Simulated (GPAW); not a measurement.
# UPBEsol/szp(dzp) (scalar-relativistic datasets) run of GaH2O2 (SMILES [OH][Ga][OH])

We compute a structure relaxation of GaH2O2. 

Program for the calculation: GPAW 26.7.0.

## Step 1: Starting point

GaH2O2 has 5 atoms, charge 0, and is taken as a doublet. SMILES: `[OH][Ga][OH]`. All atoms were displaced at random from a relaxed shape. The run starts from this shape.

Bond lengths: O1–Ga2 1.805 Å, Ga2–O3 1.833 Å, O1–H4 1.067 Å, O3–H5 1.078 Å. Angles: O1–Ga2–O3 118.2°, Ga2–O1–H4 110.7°, Ga2–O3–H5 102.4°.

## Step 2: A structure relaxation at UPBEsol/szp(dzp) (scalar-relativistic datasets)

GaH2O2.sdf

```

     RDKit          3D

  5  4  0  0  0  0  0  0  0  0999 V2000
   -0.3691    0.0359   -1.3214 O   0  0  0  0  0  0  0  0  0  0  0  0
   -0.3903   -0.7037    0.3249 Ga  0  0  0  0  0  2  0  0  0  0  0  0
    0.5936    0.0971    1.6481 O   0  0  0  0  0  0  0  0  0  0  0  0
   -0.9123   -0.5688   -2.0129 H   0  0  0  0  0  0  0  0  0  0  0  0
    1.0057    0.9549    1.1421 H   0  0  0  0  0  0  0  0  0  0  0  0
  2  1  1  0
  3  2  1  0
  4  1  1  0
  5  3  1  0
M  RAD  1   2   2
M  END
$$$$
```

run.py

```python
from ase.io import read, write
from ase.optimize import MDMin
from gpaw import GPAW, setup_paths
from gpaw.atom.configurations import parameters
from gpaw.atom.generator import Generator

atoms = read('GaH2O2.sdf')
atoms.center(vacuum=5.0)
atoms.set_initial_magnetic_moments([0.333333, 0.333333, 0.333333, 0.0, 0.0])

for symbol in ['Ga', 'H', 'O']:
    Generator(symbol, xcname='PBEsol', scalarrel=True, nofiles=True, txt=None).run(**parameters[symbol])
setup_paths.insert(0, '.')

calc = GPAW(mode='lcao',
            basis='szp(dzp)',
            h=0.18,
            xc='PBEsol',
            occupations={'name': 'fermi-dirac', 'width': 0.0, 'fixmagmom': True},
            maxiter=100,
            poissonsolver={'name': 'MomentCorrectionPoissonSolver', 'poissonsolver': 'fast', 'moment_corrections': 9},
            symmetry='off',
            txt='-')
atoms.calc = calc

opt = MDMin(atoms, trajectory='GaH2O2.traj')
converged = opt.run(fmax=0.05, steps=100)
print('Converged:', converged)
print(f'Final energy            {atoms.get_potential_energy():.5f} eV')
print(f'r(O2-Ga1): {atoms.get_distance(2, 1):.4f} Ang')
print(f'r(H4-O2)                {atoms.get_distance(4, 2):.4f} Ang')
write('relaxed.xyz', atoms)
```

Launch:

```sh
python run.py
```

Output:

```text
__  _  _
 | _ |_)|_||  |
 |__||  | ||/\| - 26.7.0

units:  Angstrom and eV
cores:  1
OpenMP: False

Versions:
  Python: 3.12.14
  ASE:    3.29.0
  Numpy:  2.5.5
  Scipy:  1.18.1
  Libxc:  7.0.0

Input parameters:
  mode=LCAO(),
  basis={'default': 'szp(dzp)'},
  h=0.18,
  maxiter=100,
  occupations=Occupations(name='fermi-dirac', width=0.0, fixmagmom=True),
  poissonsolver=PoissonSolver(name='MomentCorrectionPoissonSolver', poissonsolver='fast', moment_corrections=9),
  symmetry=Symmetry(point_group=False, time_reversal=False),
  xc=XC(name='PBEsol')
        .----------------------------.
       /|                            |
      / |                            |
     /  |                            |
    /   |                            |
   /    |                            |
  /     |                            |
 *      |                            |
 |      |                            |
 |      |                            |
 |      |           O H              |
 |      |                            |
 |      |        Ga                  |
 |      |         O                  |
 |      |                            |
 |      |       H                    |
 |      |                            |
 |      .----------------------------.
 |     /                            /
 |    /                            /
 |   /                            /
 |  /                            /
 | /                            /
 |/                            /
 *----------------------------*

Atoms  # Å, Bohr magnetons
|   | symbol |        x |        y |        z |    initial magnetic moments |
|---|--------|----------|----------|----------|-----------------------------|
| 0 |      O | 5.543200 | 5.739600 | 5.691500 | ( 0.0000,  0.0000,  0.3333) |
| 1 |     Ga | 5.522000 | 5.000000 | 7.337800 | ( 0.0000,  0.0000,  0.3333) |
| 2 |      O | 6.505900 | 5.800800 | 8.661000 | ( 0.0000,  0.0000,  0.3333) |
| 3 |      H | 5.000000 | 5.134900 | 5.000000 | ( 0.0000,  0.0000,  0.0000) |
| 4 |      H | 6.918000 | 6.658600 | 8.155000 | ( 0.0000,  0.0000,  0.0000) |

Unit cell  # Å
| periodic |         x |         y |         z |   lengths |    angles |
|----------|-----------|-----------|-----------|-----------|-----------|
|       no | 11.918000 |  0.000000 |  0.000000 | 11.918000 | 90.000000 |
|       no |  0.000000 | 11.658600 |  0.000000 | 11.658600 | 90.000000 |
|       no |  0.000000 |  0.000000 | 13.661000 | 13.661000 | 90.000000 |

Number of symmetries: 1
Symmetry operations  # r_c * U_cc + t_c -> r_c
|   | kind |            matrix            |
|---|------|------------------------------|
| 0 |  E   |  1, 0, 0,  0, 1, 0,  0, 0, 1 |

BZ-sampling:
  Number of BZ points: 1
  Number of IBZ points: 1

  Monkhorst-Pack size: [1, 1, 1]
  Monkhorst-Pack shift: [0, 0, 0]

K-points  # in reciprocal-cell coordinates
|   |                                coordinates |     weight |
|---|--------------------------------------------|------------|
| 0 | (  0.00000000,   0.00000000,   0.00000000) | 1.00000000 |

basis functions: 35
Spin-components: 2 (collinear spins)
Bands:           14
Projectors:      21
Spin-degeneracy: 1
Datatype:        <class 'float'>

  Storage: CPU
  Wave functions: 7_840 bytes (7_840 per core)

Parallelization:
  kpt:    1
  domain: 1
  band:   1

Density:
  Valence electrons: 17.0
  Components: 2
  Grid points: [68 64 76]
  Charge: 0.0  # |e|

Potential:
  Grid points: [68 64 76]

species:
  O:
    name:    Oxygen
    Z:       8.0
    valence: 6
    core:    2
    charge:  0.0  # [|e|]
    file:    O.PBEsol
    compensation charges:
      type: gauss
      rc: 0.21  # [Å]
      lmax: 2
    cutoffs:
      filter: 1.17  # [Å]
      core: 0.83  # [Å]
    projectors
    | kind |    occ | energy [eV] | rcut [Å] |
    |------|--------|-------------|----------|
    |   2s |  2.000 |     -23.808 |    0.688 |
    |   2p |  4.000 |      -8.972 |    0.598 |
    |    s |        |       3.404 |    0.688 |
    |    p |        |      18.239 |    0.598 |
    |    d |        |       0.000 |    0.619 |

    LCAO basis set for O:
      Name: szp(dzp)
      File: O.dzp.basis.gz
      Number of radial functions: 3
      Number of spherical harmonics: 9
        l=0, rc=4.3438 Bohr: 2s-sz confined orbital
        l=1, rc=5.3906 Bohr: 2p-sz confined orbital
        l=2, rc=5.3906 Bohr: d-type Gaussian polarization
      Number of RI-basis functions 0

  Ga:
    name:    Gallium
    Z:       31.0
    valence: 3
    core:    28
    charge:  0.0  # [|e|]
    file:    Ga.PBEsol
    compensation charges:
      type: gauss
      rc: 0.37  # [Å]
      lmax: 2
    cutoffs:
      filter: 2.06  # [Å]
      core: 4.17  # [Å]
    projectors
    | kind |    occ | energy [eV] | rcut [Å] |
    |------|--------|-------------|----------|
    |   4s |  2.000 |      -8.959 |    1.164 |
    |   4p |  1.000 |      -2.572 |    1.164 |
    |    s |        |      18.252 |    1.164 |
    |    p |        |      24.640 |    1.164 |
    |    d |        |       0.000 |    1.164 |

    LCAO basis set for Ga:
      Name: szp(dzp)
      File: Ga.dzp.basis.gz
      Number of radial functions: 3
      Number of spherical harmonics: 9
        l=0, rc=7.2656 Bohr: 4s-sz confined orbital
        l=1, rc=10.3438 Bohr: 4p-sz confined orbital
        l=2, rc=10.3438 Bohr: d-type Gaussian polarization
      Number of RI-basis functions 0

[... 30 lines left out ...]
Reference energy: -56936.858092  # eV
[... 13 lines left out ...]
  Fourier metric: weight=20.0, sigma=0.015
[... 72 lines left out ...]
|   |                                coordinates |     weight |
[... 124 lines left out ...]
Reference energy: -56936.858092  # eV
[... 13 lines left out ...]
  Fourier metric: weight=20.0, sigma=0.015
[... 18 lines left out ...]
convergence criteria:
- Maximum [total energy] change in last 3 cyles: 0.0005 eV / valence electron
[... 13 lines left out ...]
Converged in 11 steps
[... 12 lines left out ...]
  Free energy:     -19.704007
[... 2 lines left out ...]
dipole moment: (-0.114682, -0.062487, -0.264371)  # |e|*Ang
[... 84 lines left out ...]
convergence criteria:
- Maximum [total energy] change in last 3 cyles: 0.0005 eV / valence electron
[... 13 lines left out ...]
Converged in 9 steps
[... 12 lines left out ...]
  Free energy:     -19.876738
[... 2 lines left out ...]
dipole moment: (-0.134765, -0.117062, -0.200086)  # |e|*Ang
[... 83 lines left out ...]
convergence criteria:
- Maximum [total energy] change in last 3 cyles: 0.0005 eV / valence electron
[... 13 lines left out ...]
Converged in 8 steps
[... 12 lines left out ...]
  Free energy:     -19.895428
[... 2 lines left out ...]
dipole moment: (-0.139348, -0.116037, -0.220065)  # |e|*Ang
[... 77 lines left out ...]
Converged in 5 steps
[... 12 lines left out ...]
  Free energy:     -19.910207
[... 2 lines left out ...]
dipole moment: (-0.140004, -0.123165, -0.214170)  # |e|*Ang
[... 83 lines left out ...]
convergence criteria:
- Maximum [total energy] change in last 3 cyles: 0.0005 eV / valence electron
[... 13 lines left out ...]
Converged in 5 steps
[... 12 lines left out ...]
  Free energy:     -19.910248
[... 2 lines left out ...]
dipole moment: (-0.140444, -0.123239, -0.215406)  # |e|*Ang
[... 83 lines left out ...]
convergence criteria:
- Maximum [total energy] change in last 3 cyles: 0.0005 eV / valence electron
[... 13 lines left out ...]
Converged in 5 steps
[... 12 lines left out ...]
  Free energy:     -19.910261
[... 2 lines left out ...]
dipole moment: (-0.139961, -0.123120, -0.213894)  # |e|*Ang
[... 83 lines left out ...]
convergence criteria:
- Maximum [total energy] change in last 3 cyles: 0.0005 eV / valence electron
[... 13 lines left out ...]
Converged in 5 steps
[... 12 lines left out ...]
  Free energy:     -19.910301
[... 2 lines left out ...]
dipole moment: (-0.140728, -0.123320, -0.215872)  # |e|*Ang
[... 83 lines left out ...]
convergence criteria:
- Maximum [total energy] change in last 3 cyles: 0.0005 eV / valence electron
[... 4 lines left out ...]
SCF iterations
|iter     |     time |      energy | eigst |  dens |  magmom |
|---------|----------|-------------|-------|-------|---------|
|iter:   1| 00:19:47 |  -19.910434c|      c|       |  +1.0000|
|iter:   2| 00:19:52 |  -19.910425c|      c| -3.18 |  +1.0000|
|iter:   3| 00:19:58 |  -19.910390c|      c| -3.23 |  +1.0000|
|iter:   4| 00:20:03 |  -19.910386c|      c| -3.68 |  +1.0000|
|iter:   5| 00:20:09 |  -19.910386c|      c| -4.10c|  +1.0000|

Converged in 5 steps
SCF loop duration: 22.081 s (4.416 s/step)
Energy contributions relative to reference atoms: (reference = -56936.858092)

Energy contributions:
  Kinetic:          42.492887
  Coulomb:         -40.006796
  Zero:              0.510136
  External:          0.000000
  Xc:              -22.906613
  Entropy:           0.000000
  Spinorbit:         0.000000
  ----------------------------
  Free energy:     -19.910386
  Extrapolated:    -19.910386

dipole moment: (-0.140166, -0.123154, -0.214216)  # |e|*Ang

Total magnetic moment: (0.000000, 0.000000, 1.000007)

Local magnetic moments
|        x |        y |         z |
|----------|----------|-----------|
| 0.000000 | 0.000000 |  0.158620 |  # O    0
| 0.000000 | 0.000000 |  0.246518 |  # Ga   1
| 0.000000 | 0.000000 |  0.086612 |  # O    2
| 0.000000 | 0.000000 | -0.001988 |  # H    3
| 0.000000 | 0.000000 |  0.003435 |  # H    4

Fermi levels: -5.261, -4.183
Eigenvalues  # (at kpt = [0.000, 0.000, 0.000])
| band index |      eig [eV] | occ [0-1] |      eig [eV] | occ [0-1] |
|------------|---------------|-----------|---------------|-----------|
|          0 |       -23.675 |     1.000 |       -23.343 |     1.000 |
|          1 |       -23.296 |     1.000 |       -23.049 |     1.000 |
|          2 |       -11.785 |     1.000 |       -11.546 |     1.000 |
[... 10 lines of this table left out ...]
|         13 |         3.988 |     0.000 |         4.268 |     0.000 |

Gap: 1.114 eV
Transition (v -> c):
  (s=1, k=0, n=7, [0.00, 0.00, 0.00]) -> (s=0, k=0, n=8, [0.00, 0.00, 0.00])
No difference between direct/indirect transitions
vacuum-level: 0.000  # V

Forces  # eV/Ang
|        x |        y |        z |
|----------|----------|----------|
|  0.03972 |  0.01236 |  0.06627 |  # O    0
|  0.00686 | -0.01716 |  0.00530 |  # Ga   1
|  0.00132 | -0.00424 |  0.00393 |  # O    2
| -0.04416 | -0.03432 | -0.02766 |  # H    3
|  0.00679 | -0.00651 | -0.00202 |  # H    4

Force computation time: 0.590  # s
MDMin:   27 hh:mm:ss      -19.910386        0.078249
        .----------------------------.
       /|                            |
      / |                            |
     /  |                            |
    /   |                            |
   /    |                            |
  /     |                            |
 *      |                            |
 |      |                            |
 |      |                            |
 |      |           O H              |
 |      |                            |
 |      |        Ga                  |
 |      |                            |
 |      |         O                  |
 |      |       H                    |
 |      |                            |
 |      .----------------------------.
 |     /                            /
 |    /                            /
 |   /                            /
 |  /                            /
 | /                            /
 |/                            /
 *----------------------------*

Atoms  # Å, Bohr magnetons
|   | symbol |        x |        y |        z |    initial magnetic moments |
|---|--------|----------|----------|----------|-----------------------------|
| 0 |      O | 5.531262 | 5.746554 | 5.655514 | ( 0.0000,  0.0000,  0.1586) |
| 1 |     Ga | 5.502017 | 4.940859 | 7.368986 | ( 0.0000,  0.0000,  0.2465) |
| 2 |      O | 6.532882 | 5.833137 | 8.669665 | ( 0.0000,  0.0000,  0.0866) |
| 3 |      H | 4.997265 | 5.148439 | 5.011765 | ( 0.0000,  0.0000, -0.0020) |
| 4 |      H | 6.922833 | 6.644997 | 8.171734 | ( 0.0000,  0.0000,  0.0034) |

Unit cell  # Å
| periodic |         x |         y |         z |   lengths |    angles |
|----------|-----------|-----------|-----------|-----------|-----------|
|       no | 11.918000 |  0.000000 |  0.000000 | 11.918000 | 90.000000 |
|       no |  0.000000 | 11.658600 |  0.000000 | 11.658600 | 90.000000 |
|       no |  0.000000 |  0.000000 | 13.661000 | 13.661000 | 90.000000 |

Initialization done in: 6.184 s

convergence criteria:
- Maximum [total energy] change in last 3 cyles: 0.0005 eV / valence electron
- Maximum integral of absolute [dens]ity change: 0.0001 electrons / valence electron
- Maximum integral of absolute [eigenst]ate change: 4e-08 eV^2 / valence electron
maximum number of iterations: 100

SCF iterations
|iter     |     time |      energy | eigst |  dens |  magmom |
|---------|----------|-------------|-------|-------|---------|
|iter:   1| 00:20:16 |  -19.910472c|      c|       |  +1.0000|
|iter:   2| 00:20:21 |  -19.910468c|      c| -3.37 |  +1.0000|
|iter:   3| 00:20:28 |  -19.910452c|      c| -3.42 |  +1.0000|
|iter:   4| 00:20:35 |  -19.910451c|      c| -3.92 |  +1.0000|
|iter:   5| 00:20:43 |  -19.910451c|      c| -4.31c|  +1.0000|

Converged in 5 steps
SCF loop duration: 27.328 s (5.466 s/step)
Energy contributions relative to reference atoms: (reference = -56936.858092)

Energy contributions:
  Kinetic:          42.442721
  Coulomb:         -39.980321
  Zero:              0.515200
  External:          0.000000
  Xc:              -22.888050
  Entropy:           0.000000
  Spinorbit:         0.000000
  ----------------------------
  Free energy:     -19.910451
  Extrapolated:    -19.910451

dipole moment: (-0.140669, -0.123298, -0.215439)  # |e|*Ang

Total magnetic moment: (0.000000, 0.000000, 0.999999)

Local magnetic moments
|        x |        y |         z |
|----------|----------|-----------|
| 0.000000 | 0.000000 |  0.158550 |  # O    0
| 0.000000 | 0.000000 |  0.246555 |  # Ga   1
| 0.000000 | 0.000000 |  0.086614 |  # O    2
| 0.000000 | 0.000000 | -0.002012 |  # H    3
| 0.000000 | 0.000000 |  0.003436 |  # H    4

Fermi levels: -5.259, -4.182
Eigenvalues  # (at kpt = [0.000, 0.000, 0.000])
| band index |      eig [eV] | occ [0-1] |      eig [eV] | occ [0-1] |
|------------|---------------|-----------|---------------|-----------|
|          0 |       -23.665 |     1.000 |       -23.334 |     1.000 |
|          1 |       -23.292 |     1.000 |       -23.043 |     1.000 |
|          2 |       -11.781 |     1.000 |       -11.541 |     1.000 |
[... 10 lines of this table left out ...]
|         13 |         3.973 |     0.000 |         4.254 |     0.000 |

Gap: 1.114 eV
Transition (v -> c):
  (s=1, k=0, n=7, [0.00, 0.00, 0.00]) -> (s=0, k=0, n=8, [0.00, 0.00, 0.00])
No difference between direct/indirect transitions
vacuum-level: 0.000  # V

Forces  # eV/Ang
|        x |        y |        z |
|----------|----------|----------|
| -0.01926 | -0.03938 | -0.01809 |  # O    0
|  0.00710 | -0.02386 |  0.02097 |  # Ga   1
|  0.00320 | -0.00222 |  0.00581 |  # O    2
|  0.00875 |  0.02520 |  0.03513 |  # H    3
|  0.00569 | -0.00867 | -0.00095 |  # H    4

Force computation time: 1.045  # s
MDMin:   28 hh:mm:ss      -19.910451        0.047420
Converged: True
Final energy            -19.91045 eV
r(O2-Ga1): 1.8843 Ang
r(H4-O2)                1.0291 Ang
```

Wall time 21 min (1 thread of Intel Xeon at 2.50GHz (Skylake/Cascade Lake), shared host); peak memory 1.4 GiB.

The path in brief:

```
step  energy from the first frame kept (eV)  largest force (eV/Å)
   0                                 0.0000                3.0375
   2                                -0.1914                0.8549
   4                                -0.2037                0.2597
   6                                -0.2049                0.0920
   8                                -0.2051                0.0688
  10                                -0.2052                0.1112
  12                                -0.2055                0.0620
  14                                -0.2056                0.0877
  16                                -0.2057                0.0915
  18                                -0.2059                0.0588
  20                                -0.2060                0.1001
  22                                -0.2061                0.0624
  24                                -0.2062                0.0646
  26                                -0.2063                0.0939
  28                                -0.2064                0.0474
```

After the run. Bond lengths: O1–Ga2 1.894 Å, Ga2–O3 1.884 Å, O1–H4 1.028 Å, O3–H5 1.029 Å. Angles: O1–Ga2–O3 114.5°, Ga2–O1–H4 108.1°, Ga2–O3–H5 104.3°.

## Step 3: Summary of results

At UPBEsol/szp(dzp) (scalar-relativistic datasets):

| quantity | value |
| --- | --- |
| energy as printed (from the program's reference atoms) | -19.9105 eV |
| dipole moment | 1.37 D |
| HOMO energy (highest over α and β) | -5.26 eV |
| LUMO energy (lowest over α and β) | -4.18 eV |

In words: At the final geometry: Bond lengths: O1–Ga2 1.894 Å, Ga2–O3 1.884 Å, O1–H4 1.028 Å, O3–H5 1.029 Å. Angles: O1–Ga2–O3 114.5°, Ga2–O1–H4 108.1°, Ga2–O3–H5 104.3°. The optimisation took 28 steps and changed the energy by -0.206 eV.
